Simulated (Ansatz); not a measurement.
**WO (singlet): the correlation ladder, def2-SVP**

How much of the correlation energy of WO (singlet) does each wave-function method recover here?

Computed with Ansatz 0.2.0, Gaussian basis. Level: def2-SVP, core rule «outside noble gas», up to 5 orbitals frozen.

Plan: UHF; CCSD(T) on RHF; CCSD(T) on UHF; CISD; CCSDT(Q) on RHF; CCSDT(Q) on UHF; CCSDTQ on RHF; CASSCF and MRCISD+Q, 12 electrons in 10 orbitals.

5 further runs of the same task are left out: 1 for a known fault of the program, 4 set aside as unsound or not needed.

### Step 1. What is computed

The geometry is a PBE0/def2-TZVP stationary point (not a proven minimum). No spin-orbit coupling is included. Elements past krypton take def2 core potentials.

2 atoms, charge 0, spin multiplicity 1.

Atoms are counted from 1 here; the program's logs count them from 0.

Bond lengths: W1–O2 1.645 Å.

### Step 2. UHF

Contents of in.yaml:

```yaml
crystal:
  periodic: [false, false, false]
  atoms:
    - {symbol: W, position_ang: [0.000000, 0.000000, 0.000000]}
    - {symbol: O, position_ang: [0.000000, 0.000000, 1.645402]}
basis:
  gaussian: {orbitals: def2-SVP}
magnetization: {spin_polarized: true, initial_magnetization: 0}
hamiltonian: {xc: hf}
output: {orbitals: {seedname: orbitals}}
```

On the command line:

```sh
$ ansatz run in.yaml --threads 1 --pin off --events-out ev --progress --plain --max-ram 2816MiB --backend cpu
```

The runs that follow: CCSD(T) on RHF; CCSD(T) on UHF; CISD; CCSDT(Q) on RHF; CCSDT(Q) on UHF; CCSDTQ on RHF; CASSCF and MRCISD+Q, 12 electrons in 10 orbitals.

**Question.** What will the summary of the whole plan be? Wanted: RCCSDTQ below the RHF energy; RMP2 from RCCSDTQ; RCCSD from RCCSDTQ; RCCSD(T) from RCCSDTQ; RCCSDT(Q) from RCCSDTQ; MRCISD+Q valence from RCCSDTQ; T1 diagnostic; effectively unpaired electrons.

As calculated:

| quantity | value |
| --- | --- |
| RCCSDTQ below the RHF energy | -9.8514 eV |
| RMP2 from RCCSDTQ | +215.1 meV |
| RCCSD from RCCSDTQ | +625.1 meV |
| RCCSD(T) from RCCSDTQ | +56.4 meV |
| RCCSDT(Q) from RCCSDTQ | +1.0 meV |
| MRCISD+Q valence from RCCSDTQ | +90.4 meV |
| levels within 1 kcal/mol (43 meV) | RCCSDT, RCCSDT(Q) |
| T1 diagnostic | 0.035 |
| effectively unpaired electrons | 2.05 |

RCCSD(T) lands +56.4 meV from the yardstick (0.6 % of the correlation energy). The occupations show strong static correlation (2.1 unpaired electrons where one determinant has 0). These misses are within one basis, not against nature.
